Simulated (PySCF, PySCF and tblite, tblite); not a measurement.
# C5H15ClSi2: conformers and averaged spectra

Which conformers does C5H15ClSi2 (`C[Si](C)(C)[Si](C)(C)Cl`) populate, and what do their averaged NMR parameters look like?

Programs: PySCF 2.14.0 with density-fitted response routines of our own, and tblite 0.8.0. All values are computed, except where a source is named. Atoms count from 0 throughout.

## 1. The molecule as given

23 atoms, charge 0, multiplicity 1; geometry from: MMFF94s geometry.

Bonds of the start (Å): C0–H10 1.11, C0–H8 1.09, C0–H9 1.09, C0–Si1 1.85, C2–H11 1.11, C2–H12 1.08, C2–H13 1.09, C3–H14 1.09, C3–H15 1.11, C3–H16 1.10, C5–H17 1.09, C5–H18 1.09, C5–H19 1.10, C6–H20 1.09, C6–H21 1.09, C6–H22 1.11, Si1–C2 1.87, Si1–C3 1.86, Si1–Si4 2.34, Si4–C5 1.85, Si4–C6 1.86, Si4–Cl7 2.05.

## 2. GFN2-xTB relaxation, conformer 1

Job settings and geometry (Å):

```
{"job": {"xc": "GFN2-xTB", "basis": "xTB", "kind": "relax"}, "charge": 0, "multiplicity": 1}
C     -1.809100     0.241400    -1.097300
Si    -0.858000    -0.035000     0.460200
C     -1.254100    -1.697300     1.217600
C     -1.141700     1.343800     1.679200
Si     1.418700    -0.045300    -0.083900
C      1.730400    -1.430000    -1.275700
C      1.858700     1.610100    -0.802400
Cl     2.527900    -0.349600     1.616800
H     -1.550600     1.199100    -1.554600
H     -1.630400    -0.547100    -1.824500
H     -2.895700     0.253800    -0.893100
H     -2.324900    -1.745100     1.492300
H     -1.071100    -2.505300     0.518700
H     -0.670200    -1.880800     2.115000
H     -0.874900     2.316000     1.262900
H     -0.553000     1.192800     2.609900
H     -2.194000     1.384500     1.981900
H      1.153100    -1.314400    -2.193000
H      1.470800    -2.395000    -0.831500
H      2.797200    -1.470200    -1.549500
H      1.277400     1.825000    -1.699900
H      2.917100     1.652900    -1.066400
H      1.671800     2.422500    -0.072700
```

Command:

```bash
OMP_NUM_THREADS=1 python ens_run.py task.json out
```

This one command runs the whole study; its stages follow in the order run.

Output:

```text
step      E/eV     max force
  0    -717.40917    1.620
  1    -717.55322    0.468
  2    -717.56972    0.244
  3    -717.58167    0.276
  4    -717.60193    0.551
  5    -717.61996    0.548
  6    -717.63239    0.329
  7    -717.63901    0.132
  8    -717.64222    0.105
  9    -717.64445    0.142
 10    -717.64683    0.137
 11    -717.64871    0.120
 12    -717.65037    0.085
 13    -717.65237    0.123
 14    -717.65523    0.172
 15    -717.65868    0.180
 16    -717.66200    0.203
 17    -717.66468    0.159
 18    -717.66700    0.112
 19    -717.66912    0.135
 20    -717.67071    0.102
 21    -717.67187    0.083
 22    -717.67292    0.069
 23    -717.67390    0.071
 24    -717.67471    0.075
 25    -717.67534    0.075
 26    -717.67592    0.061
 27    -717.67660    0.064
 28    -717.67733    0.063
 29    -717.67800    0.091
 30    -717.67860    0.098
 31    -717.67917    0.074
 32    -717.67969    0.066
 33    -717.68018    0.077
 34    -717.68063    0.066
 35    -717.68106    0.061
 36    -717.68142    0.050
 37    -717.68162    0.031
 38    -717.68162    0.031
 39    -717.68168    0.021
 40    -717.68178    0.011
 41    -717.68180    0.012
 42    -717.68189    0.017
 43    -717.68196    0.024
 44    -717.68208    0.026
 45    -717.68221    0.030
 46    -717.68237    0.034
 47    -717.68249    0.026
 48    -717.68254    0.016
 49    -717.68257    0.017
 50    -717.68260    0.022
 51    -717.68264    0.020
 52    -717.68267    0.013
 53    -717.68270    0.013
 54    -717.68273    0.017
 55    -717.68276    0.019
 56    -717.68279    0.016
 57    -717.68281    0.014
 58    -717.68284    0.018
 59    -717.68287    0.023
 60    -717.68291    0.022
 61    -717.68294    0.017
 62    -717.68297    0.013
 63    -717.68299    0.014
 64    -717.68301    0.015
 65    -717.68302    0.012
 66    -717.68302    0.007
 67    -717.68303    0.009
 68    -717.68304    0.010
 69    -717.68305    0.012
 70    -717.68306    0.012
 71    -717.68308    0.009
 72    -717.68310    0.014
 73    -717.68312    0.018
 74    -717.68314    0.017
 75    -717.68316    0.010
 76    -717.68319    0.011
 77    -717.68321    0.009
 78    -717.68323    0.008
 79    -717.68323    0.007
 80    -717.68324    0.006
 81    -717.68324    0.006
 82    -717.68325    0.007
 83    -717.68326    0.008
 84    -717.68326    0.006
 85    -717.68327    0.005
 86    -717.68327    0.005
 87    -717.68327    0.004
 88    -717.68327    0.004
```

Run time: 1.6 s. Hardware: 1 thread of Arm Neoverse N1, shared host.

Relaxing gained 0.274 eV and moved the atoms by 0.14 Å on average (rms).

## 3. Shieldings, conformer 1: B3LYP/pcSseg-1 in chloroform

Job settings and geometry (Å):

```
{"job": {"xc": "B3LYP", "basis": "pcSseg-1", "solvent": "chloroform", "kind": "nmr", "pop": true}, "charge": 0, "multiplicity": 1}
C     -1.922939     0.243477    -1.067439
Si    -0.850092    -0.041338     0.490016
C     -1.364206    -1.709670     1.270341
C     -1.242529     1.346808     1.745324
Si     1.418518    -0.038959    -0.106529
C      1.878427    -1.427722    -1.336562
C      2.000474     1.618277    -0.860430
Cl     2.607723    -0.344920     1.546096
H     -1.694306     1.194233    -1.539186
H     -1.763509    -0.534818    -1.807425
H     -2.981084     0.248025    -0.823732
H     -2.409909    -1.711090     1.565645
H     -1.220312    -2.532782     0.576463
H     -0.773446    -1.923169     2.156225
H     -1.025933     2.327622     1.332001
H     -0.648544     1.234853     2.647574
H     -2.288667     1.340396     2.039080
H      1.323139    -1.328720    -2.264173
H      1.656454    -2.407761    -0.924044
H      2.937102    -1.411080    -1.582723
H      1.449507     1.851073    -1.766470
H      3.057205     1.594219    -1.114320
H      1.852174     2.440031    -0.165652
```

Output:

```text
coarse grid: 19608 points
cycle   1  E = -1238.6696546002  dE =  2.448e-01  |g| = 7.704e-01  |ddm| = 4.137e+00
cycle   2  E = -1238.5974635525  dE =  7.219e-02  |g| = 9.225e-01  |ddm| = 1.359e+00
cycle   3  E = -1238.8209000641  dE = -2.234e-01  |g| = 3.847e-02  |ddm| = 7.846e-01
cycle   4  E = -1238.8212688780  dE = -3.688e-04  |g| = 1.985e-02  |ddm| = 7.815e-02
cycle   5  E = -1238.8213594024  dE = -9.052e-05  |g| = 2.542e-03  |ddm| = 2.509e-02
cycle   6  E = -1238.8213605308  dE = -1.128e-06  |g| = 1.285e-03  |ddm| = 3.856e-03
final grid: 172224 points
cycle   7  E = -1238.8701354280  dE = -4.034e-05  |g| = 7.689e-03  |ddm| = 2.792e-02
cycle   8  E = -1238.8701280154  dE =  7.413e-06  |g| = 9.341e-03  |ddm| = 1.368e-02
cycle   9  E = -1238.8701502763  dE = -2.226e-05  |g| = 3.955e-04  |ddm| = 7.681e-03
cycle  10  E = -1238.8701503051  dE = -2.884e-08  |g| = 1.020e-04  |ddm| = 5.604e-04
cycle  11  E = -1238.8701503077  dE = -2.592e-09  |g| = 3.290e-05  |ddm| = 1.685e-04
cycle  12  E = -1238.8701503080  dE = -2.797e-10  |g| = 8.007e-06  |ddm| = 3.951e-05
converged SCF energy = -1238.8701503080

GIAO shielding tensors (ppm)
atom      isotropic    diamagn.    paramagn.     s11        s22        s33       span
  0 C      184.089     254.779     -70.689    180.510    182.495    189.263      8.753
  1 Si     351.594     881.987    -530.393    334.362    357.324    363.096     28.734
  2 C      184.902     253.618     -68.715    181.509    183.263    189.936      8.428
  3 C      184.889     253.612     -68.723    181.494    183.239    189.932      8.438
  4 Si     307.999     880.302    -572.303    291.328    291.587    341.082     49.754
  5 C      177.430     254.149     -76.719    165.890    177.765    188.636     22.745
  6 C      177.427     254.144     -76.717    165.885    177.759    188.635     22.750
  7 Cl     968.812    1150.904    -182.092    927.847    979.820    998.769     70.922
  8 H       31.822      33.548      -1.726     27.361     29.923     38.183     10.822
  9 H       31.823      33.551      -1.728     27.361     29.924     38.183     10.822
 10 H       31.637      31.265       0.372     27.258     28.927     38.725     11.467
 11 H       31.663      30.740       0.923     27.255     28.932     38.803     11.548
 12 H       31.743      32.852      -1.109     27.291     29.723     38.216     10.924
 13 H       31.580      32.203      -0.624     26.942     30.034     37.763     10.822
 14 H       31.742      32.849      -1.107     27.288     29.725     38.213     10.924
 15 H       31.580      32.201      -0.621     26.945     30.031     37.764     10.819
 16 H       31.663      30.739       0.924     27.255     28.932     38.801     11.546
 17 H       31.652      33.097      -1.445     27.281     29.441     38.234     10.953
 18 H       31.327      32.400      -1.072     27.289     29.609     37.085      9.796
 19 H       31.241      29.654       1.587     27.140     28.873     37.710     10.570
 20 H       31.650      33.095      -1.445     27.278     29.441     38.232     10.954
 21 H       31.239      29.651       1.588     27.139     28.871     37.708     10.569
 22 H       31.327      32.390      -1.063     27.291     29.605     37.085      9.794
```

Run time: 81 s. Hardware: 1 thread of Arm Neoverse N1, shared host; peak memory 1.2 GiB.

This run: HOMO -7.15 eV, LUMO 0.28 eV; dipole 2.71 D.

## 4. Boltzmann average: properties at B3LYP/pcSseg-1 in chloroform

Job settings and geometry (Å):

```
{"job": {"study": "conf", "smiles": "C[Si](C)(C)[Si](C)(C)Cl", "search": {"seed": 7138, "n_embed": 60, "ff_keep": 14, "window": 3.0, "nmax": 10, "temps": [200, 250, 298.15, 350, 400], "t_ref": 298.15, "order": 0.001}, "level": {"nmr": {"xc": "B3LYP", "basis": "pcSseg-1", "solvent": "chloroform"}}, "kind": "conf"}, "charge": 0, "multiplicity": 1}
C     -1.922939     0.243477    -1.067439
Si    -0.850092    -0.041338     0.490016
C     -1.364206    -1.709670     1.270341
C     -1.242529     1.346808     1.745324
Si     1.418518    -0.038959    -0.106529
C      1.878427    -1.427722    -1.336562
C      2.000474     1.618277    -0.860430
Cl     2.607723    -0.344920     1.546096
H     -1.694306     1.194233    -1.539186
H     -1.763509    -0.534818    -1.807425
H     -2.981084     0.248025    -0.823732
H     -2.409909    -1.711090     1.565645
H     -1.220312    -2.532782     0.576463
H     -0.773446    -1.923169     2.156225
H     -1.025933     2.327622     1.332001
H     -0.648544     1.234853     2.647574
H     -2.288667     1.340396     2.039080
H      1.323139    -1.328720    -2.264173
H      1.656454    -2.407761    -0.924044
H      2.937102    -1.411080    -1.582723
H      1.449507     1.851073    -1.766470
H      3.057205     1.594219    -1.114320
H      1.852174     2.440031    -0.165652
```

Output:

```text
conformer  sym    E(xTB)   E(DFT)   G(298.15 K)  weight  dipole/D
    1     Cs      0.000    0.000    0.000   1.0000    2.711

mean shielding (ppm) by class
class atoms           200 K      250 K   298.15 K      350 K      400 K
  0 C  0,2,3        184.627    184.627    184.627    184.627    184.627
  1 Si 1            351.594    351.594    351.594    351.594    351.594
  2 Si 4            307.999    307.999    307.999    307.999    307.999
  3 C  5,6          177.428    177.428    177.428    177.428    177.428
  4 Cl 7            968.812    968.812    968.812    968.812    968.812
  5 H  8,9,10        31.695     31.695     31.695     31.695     31.695
  6 H  17,18,19      31.406     31.406     31.406     31.406     31.406
```

Run time: 86 s. Hardware: 1 thread of Arm Neoverse N1, shared host. This counts the runs that the step sums up.

The search (ETKDG, MMFF94s, GFN2-xTB) embedded 60 structures, kept 1 distinct ones after the force field and 1 after xTB; 1 was carried on (window 3.0 kcal/mol at the search's own energies). Energies: B3LYP/pcSseg-1 in chloroform with D3(BJ).

The conformers at 298 K:

```tsv
no.	group	mirror pair	ΔE xTB	ΔE DFT	ΔG	weight (%)	μ (D)	C0–Si1–Si4–Cl7 (°)	A, B, C (GHz)
1	Cs	no	0.00	0.00	0.00	100.0	2.71	-180	1.37, 0.77, 0.72
```

Energies in kcal/mol. ΔG holds xTB vibrations and rotation, symmetry numbers and mirror pairs.

Shifts against references run at the same level (13C TMS 182.6, 29Si TMS 334.3, 1H TMS 31.81 ppm of shielding), by class of atoms, at 298 K:

```tsv
atoms	environment	average
C5, C6	methyl carbon bonded to Si	5.1
C0, C2, C3	methyl carbon bonded to Si	-2.1
H17, H18, H19 and 3 more	hydrogen on a methyl carbon bonded to Si	0.41
H8, H9, H10 and 6 more	hydrogen on a methyl carbon bonded to Si	0.12
Si4	silicon bonded to 2 C, Cl, Si	26.3
Si1	silicon bonded to 3 C, Si	-17.3
Cl7	chlorine bonded to Si	969 (σ)
```

## 5. Results

```
                                           quantity                                                 value
                                         conformers  1; the first in weight is no. 1 (Cs), 100 % at 298 K
                            root-mean-square dipole                                                2.71 D
 averaged 13C shifts (B3LYP/pcSseg-1 in chloroform)                                         5.1, -2.1 ppm
  averaged 1H shifts (B3LYP/pcSseg-1 in chloroform)                                        0.41, 0.12 ppm
averaged 29Si shifts (B3LYP/pcSseg-1 in chloroform)                                       26.3, -17.3 ppm
```

The search found one conformer in the window, so the averages are its own values.
